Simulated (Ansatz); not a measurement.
# ZnS: the cost of one run

Method: DFT PBE, scalar-relativistic, plane waves, PAW, in Ansatz 0.2.0.

16 further runs of the same task are left out: 16 set aside as unsound or not needed.

**1. Starting point**

It takes space group P6_3mc (No. 186, hexagonal). Conventional cell: a = 3.847 Å, b = 3.847 Å, c = 12.590 Å, α = 90.00°, β = 90.00°, γ = 120.00°. Zn (site symmetry 3m) is surrounded by 4 S at 2.36 Å. S (site symmetry 3m) is surrounded by 4 Zn at 2.36 Å.

Coordinates:

```xyz
8
Lattice="3.8466 0.0000 0.0000 -1.9233 3.3312 0.0000 0.0000 0.0000 12.5895" Properties=species:S:1:pos:R:3 pbc="T T T"
Zn    0.0000    0.0000    0.0006
Zn    0.0000    0.0000    6.2954
Zn    0.0000    2.2208    3.1477
Zn    1.9233    1.1104    9.4425
S     0.0000    0.0000    2.3579
S     0.0000    0.0000    8.6527
S     0.0000    2.2208    5.5096
S     1.9233    1.1104   11.8044
```

It is the result of an earlier relaxation at this level (volume 20.16 Å³/atom; gap on the mesh: 2.05 eV).

**2. The scan**

The energy is mapped over volume and the cell's shape.

- volume per atom: 7 values from 18.55 to 21.78 Å³
- c/a of the conventional cell: 7 values from 2.728 to 3.926

Nothing else is relaxed (fractional coordinates fixed). Energies count from the relaxed crystal. Points are written as (first, second).

**3. The run at (18.55 Å³, 3.695)**

Input file input.yaml:

```yaml
crystal:
  lattice:
    - [3.592868302, 0.0, 0.0]
    - [-1.796434151, 3.111515222, 0.0]
    - [0.0, 0.0, 13.2760076627]
  atoms:
    - { symbol: Zn, position: [0.0, 0.0, 4.92057e-05] }
    - { symbol: Zn, position: [0.0, 0.0, 0.5000492057] }
    - { symbol: Zn, position: [0.3333333333, 0.6666666667, 0.2500242903] }
    - { symbol: Zn, position: [0.6666666667, 0.3333333333, 0.7500242903] }
    - { symbol: S, position: [0.0, 0.0, 0.1872905901] }
    - { symbol: S, position: [0.0, 0.0, 0.6872905901] }
    - { symbol: S, position: [0.3333333333, 0.6666666667, 0.4376359138] }
    - { symbol: S, position: [0.6666666667, 0.3333333333, 0.9376359138] }
basis:
  ecutwfc: 520.0
kpoints:
  mp_grid: { grid: [9, 9, 4] }
hamiltonian:
  xc: pbe
scf:
  occupations: { method: gaussian, width: 0.05 }
output:
  forces: true
  stress: true
  eigenvalues: true
```

The run is started by

```
$ ansatz run input.yaml --threads 2 --pin off --max-ram 4096MiB --backend cpu --events-out ev --progress --plain --runs-dir out
```

**Question.** How long does this run take on 2 threads of Arm Neoverse V2, shared host, and how much memory does it need?

About 12 s, with a peak of 0.53 GiB.
